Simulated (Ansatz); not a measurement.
# GaH₅OSSi: small, medium and large basis sets

Aim: see how fast density functionals converge with the basis set for GaH₅OSSi.

Program: Ansatz 0.2.0, Gaussian basis. Level of theory: one geometry, several basis sets. These are calculated values, not measurements.

The runs, in order: PBE0-D4/def2-SVP; ωB97M-V/def2-SVP; PBE0-D4/def2-QZVPP; ωB97M-V/def2-QZVPP; the functionals' def2-TZVPP values are taken from earlier runs.

**1. Structure used throughout**

The geometry comes from an earlier relaxation with PBE0-D4 in a triple-zeta def2 set; it is a stationary point, not always the lowest conformer.

9 atoms, charge 0, spin multiplicity 1.

Atoms are counted from 1 here; the program's logs count them from 0.

Bond lengths: Si1–O2 1.629 Å, Si1–H5 1.487 Å, Si1–H6 1.495 Å, Si1–H7 1.487 Å, O2–Ga3 1.781 Å, Ga3–S4 2.192 Å, Ga3–H8 1.547 Å, S4–H9 1.345 Å. Angles: O2–Si1–H5 110.1°, O2–Si1–H6 111.2°, O2–Si1–H7 110.1°, H5–Si1–H6 108.1°, H5–Si1–H7 109.2°, H6–Si1–H7 108.1°, Si1–O2–Ga3 139.7°, O2–Ga3–S4 116.7°, O2–Ga3–H8 118.3°, S4–Ga3–H8 125.0°, Ga3–S4–H9 93.3°.

Geometry (Å):

| atom | x (Å) | y (Å) | z (Å) |
| --- | --- | --- | --- |
| Si1 | 0.2733 | 0.8459 | -1.2395 |
| O2 | 0.1336 | -0.6813 | -0.6908 |
| Ga3 | -0.1981 | -1.5556 | 0.8245 |
| S4 | -0.5523 | -0.3347 | 2.6104 |
| H5 | -0.7433 | 1.1045 | -2.2928 |
| H6 | 0.0652 | 1.8374 | -0.1407 |
| H7 | 1.6306 | 1.0629 | -1.8056 |
| H8 | -0.2161 | -3.1024 | 0.7894 |
| H9 | -0.3930 | 0.8234 | 1.9451 |

**2. PBE0-D4 in def2-SVP**

The input, in.yaml:

```yaml
crystal:
  periodic: [false, false, false]
  atoms:
    - {symbol: Si, position_ang: [0.273316, 0.845918, -1.239524]}
    - {symbol: O, position_ang: [0.133650, -0.681264, -0.690754]}
    - {symbol: Ga, position_ang: [-0.198095, -1.555634, 0.824541]}
    - {symbol: S, position_ang: [-0.552281, -0.334737, 2.610402]}
    - {symbol: H, position_ang: [-0.743257, 1.104466, -2.292817]}
    - {symbol: H, position_ang: [0.065178, 1.837402, -0.140695]}
    - {symbol: H, position_ang: [1.630576, 1.062859, -1.805624]}
    - {symbol: H, position_ang: [-0.216102, -3.102434, 0.789404]}
    - {symbol: H, position_ang: [-0.392986, 0.823413, 1.945056]}
basis:
  gaussian: {orbitals: def2-SVP}
hamiltonian: {xc: pbe0, dispersion: d4}
output: {orbitals: {seedname: orbitals}}
```

Launch:

```bash
$ ansatz run in.yaml --threads 2 --pin off --events-out ev --progress --plain --max-ram 32768MiB --backend cpu
```

The runs that follow: ωB97M-V in def2-SVP; PBE0-D4 in def2-QZVPP; ωB97M-V in def2-QZVPP.

Before running them: what should the planned runs give, taken together? Wanted: PBE0-D4: double and triple zeta above quadruple; ωB97M-V: double and triple zeta above quadruple.

As calculated:

| quantity | value |
| --- | --- |
| PBE0-D4: double and triple zeta above quadruple | 17.91, 1.93 eV |
| ωB97M-V: double and triple zeta above quadruple | 17.85, 1.84 eV |

PBE0-D4 gains 15.98 eV from double to triple zeta, then 1.93 eV more. Total energies overstate the basis error of differences, where much of it tends to cancel.
